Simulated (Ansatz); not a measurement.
# SiNH4O (SMILES N[SiH]O) at UB2PLYP/6-311+G(d,p)

What is the electronic atomisation energy of SiNH4O at UB2PLYP/6-311+G**? 

The calculation is run with Ansatz 0.2.0.

53 further runs of the same task are left out: 53 set aside as unsound or not needed.

### Step 1. Starting point

The species is SiNH4O (7 atoms), meant as a doublet with charge 0. As SMILES, `N[SiH]O`. Geometry: relaxed at PBE0-D4/def2-TZVP. This is one conformer, not always the lowest.

Bond lengths: N1–Si2 1.723 Å, Si2–O3 1.649 Å, N1–H4 1.008 Å, N1–H5 1.009 Å, Si2–H6 1.500 Å, O3–H7 0.961 Å. Angles: N1–Si2–O3 109.4°, N1–Si2–H6 104.3°, O3–Si2–H6 112.7°, Si2–N1–H4 120.5°, Si2–N1–H5 118.7°, Si2–O3–H7 115.8°, H4–N1–H5 110.8°.

### Step 2. A single-point energy at UB2PLYP/6-311+G(d,p)

Input file job.yaml:

```yaml
crystal:
  periodic: [false, false, false]
  atoms:
    - symbol: "N"
      position_ang: [-0.694900, 0.548300, -0.575200]
    - symbol: Si
      position_ang: [0.293100, 0.159000, 0.781300]
    - symbol: O
      position_ang: [1.622900, -0.672400, 0.270300]
    - symbol: H
      position_ang: [-0.355900, 1.168100, -1.294800]
    - symbol: H
      position_ang: [-1.685800, 0.673200, -0.432900]
    - symbol: H
      position_ang: [-0.599100, -0.661900, 1.664700]
    - symbol: H
      position_ang: [1.480900, -1.282400, -0.459000]
basis:
  gaussian: {orbitals: 6-311+G_st__st_-spherical.json}
total_charge: 0
magnetization: {spin_polarized: true, initial_magnetization: 1}
hamiltonian: {xc: {name: B2PLYP}}
correlation: {frozen_orbitals: {H: 0, "N": 1, O: 1, Si: 5}}
accuracy: high
output: {orbitals: {seedname: orbitals}}
```

The basis set 6-311+G** is read from a file made from the Basis Set Exchange's data (not shown).

On the command line:

```console
$ ansatz run job.yaml --threads 1 --pin off --max-ram 3480MiB --events-out events.jsonl --progress --plain --runs-dir runs
```

What it wrote:

```text
Warning: RAYON_NUM_THREADS=1 ignored (pool sized by the plan → 1); use --threads N
Functional definition: B2PLYP
  name "B2PLYP"
  parameter a = 0.53
  parameter c = 0.27
  exchange = (1 - a)*b88_x + a*exact_x
  correlation = (1 - c)*lyp_c + c*(mp2_os + mp2_ss)
1830 factors; integrals over basis functions are off by at most 4.2e-9 eV
mean field evaluation 1: about -11463.2079 eV, gradient 4.6e1 eV
mean field evaluation 2: about -11463.2501 eV, gradient 4.6e1 eV
mean field evaluation 4: about -11470.7845 eV, gradient 2.7e0 eV
mean field evaluation 8: about -11470.8307 eV, gradient 4.4e-1 eV
mean field evaluation 16: about -11470.8320 eV, gradient 3.2e-4 eV
mean field -11470.83204765 eV, -421.5453025419 hartree, gradient 3.6e-8 eV, S^2 0.752840; 0 other end points of the search recorded, 0 dependent functions left out
7 core orbitals not correlated: weight in the atoms' cores, before any rotation towards them, 1.000 or more for the frozen orbitals, at most 0.000 for the correlated occupied ones
reference -11470.83207366 eV, -421.5453034977 hartree; 10, 9 occupied and 81, 82 virtual orbitals, 1830 factors
second order -15.79008645 eV of doubles, -0.00000000 eV of singles
Total energy: -11475.09539700 eV, -421.7019777408 hartree
```

It took 7.2 s on 1 thread of Intel Xeon 6975P-C (Granite Rapids), shared host; peak memory 0.4 GiB.

### Step 3. The H atom

Input file input.yaml:

```yaml
crystal:
  periodic: [false, false, false]
  atoms:
    - symbol: H
      position_ang: [0.000000, 0.000000, 0.000000]
basis:
  gaussian:
    orbitals: 6-311+G_st__st_.json
magnetization:
  spin_polarized: true
  initial_magnetization: 1
hamiltonian:
  xc: {name: B2PLYP}
correlation:
  frozen_orbitals: {H: 0}
accuracy: high
```

The basis set 6-311+G** is read from a file made from the Basis Set Exchange's data (not shown).

Run the same way, it converges to -0.49861 Eh (log not shown).

### Step 4. The N atom, same level

Input file input.yaml:

```yaml
crystal:
  periodic: [false, false, false]
  atoms:
    - {symbol: "N", position_ang: [0.000000, 0.000000, 0.000000]}
basis:
  gaussian: {orbitals: 6-311+G_st__st_.json}
magnetization: {spin_polarized: true, initial_magnetization: 3}
hamiltonian: {xc: {name: B2PLYP}}
correlation: {frozen_orbitals: {"N": 1}}
accuracy: high
```

The basis set 6-311+G** is read from a file made from the Basis Set Exchange's data (not shown).

Run the same way, it converges to -54.56040 Eh (log not shown).

### Step 5. The O atom at the same level

Input file molecule.yaml:

```yaml
basis:
  gaussian:
    orbitals: 6-311+G_st__st_.json
crystal:
  periodic: [false, false, false]
  atoms:
    - {symbol: O, position_ang: [0.000000, 0.000000, 0.000000]}
magnetization:
  spin_polarized: true
  initial_magnetization: 2
hamiltonian:
  xc: {name: B2PLYP}
correlation:
  frozen_orbitals: {O: 1}
accuracy: high
```

The basis set 6-311+G** is read from a file made from the Basis Set Exchange's data (not shown).

On the command line:

```console
$ ansatz run molecule.yaml --threads 1 --pin off --max-ram 3480MiB --events-out events.jsonl --progress --plain --runs-dir runs
```

What it wrote, cut to the lines that bear on the results:

```text
Warning: RAYON_NUM_THREADS=1 ignored (pool sized by the plan → 1); use --threads N
[... 2 set-up lines as earlier in the session ...]
[...]
174 factors; integrals over basis functions are off by at most 3.4e-9 eV
[...]
mean field -2040.85923143 eV, -75.0001934108 hartree, gradient 1.1e-8 eV, S^2 2.004771; 0 other end points of the search recorded, 0 dependent functions left out
1 core orbitals not correlated: weight in the atoms' cores, before any rotation towards them, 1.000 or more for the frozen orbitals, at most 0.000 for the correlated occupied ones
reference -2040.85924714 eV, -75.0001939882 hartree; 4, 2 occupied and 17, 19 virtual orbitals, 174 factors
second order -3.66029842 eV of doubles, -0.00000000 eV of singles
Total energy: -2041.84752771 eV, -75.0365126294 hartree
```

It took 0.24 s on 1 thread of Intel Xeon 6975P-C (Granite Rapids), shared host.

### Step 6. The Si atom

Input file run.yaml:

```yaml
crystal:
  periodic: [false, false, false]
  atoms:
    - {symbol: Si, position_ang: [0.000000, 0.000000, 0.000000]}
basis:
  gaussian:
    orbitals: 6-311+G_st__st_-spherical.json
hamiltonian:
  xc: {name: B2PLYP}
magnetization:
  spin_polarized: true
  initial_magnetization: 2
accuracy: high
correlation:
  frozen_orbitals: {Si: 5}
```

The basis set 6-311+G** is read from a file made from the Basis Set Exchange's data (not shown).

Run the same way, it converges to -289.24924 Eh (log not shown).

### Step 7. Outcome

At UB2PLYP/6-311+G**, 7 core orbitals frozen:

| quantity | value |
| --- | --- |
| molecule: total energy | -421.70198 Eh |
| molecule: HOMO energy (SCF part's orbitals) (highest over α and β) | -6.59 eV |
| molecule: LUMO energy (SCF part's orbitals) (lowest over α and β) | -0.70 eV |
| molecule: ⟨S²⟩ | 0.753 |
| H atom: total energy | -0.49861 Eh |
| H atom: ⟨S²⟩ | 0.750 |
| N atom: total energy | -54.56040 Eh |
| N atom: ⟨S²⟩ | 3.755 |
| O atom: total energy | -75.03651 Eh |
| O atom: ⟨S²⟩ | 2.005 |
| Si atom: total energy | -289.24924 Eh |
| Si atom: ⟨S²⟩ | 2.003 |
| electronic atomisation energy | 23.439 eV |

What this shows: Taking the molecule apart into free atoms costs 23.44 eV (2262 kJ/mol), before zero-point energy and without spin-orbit coupling.
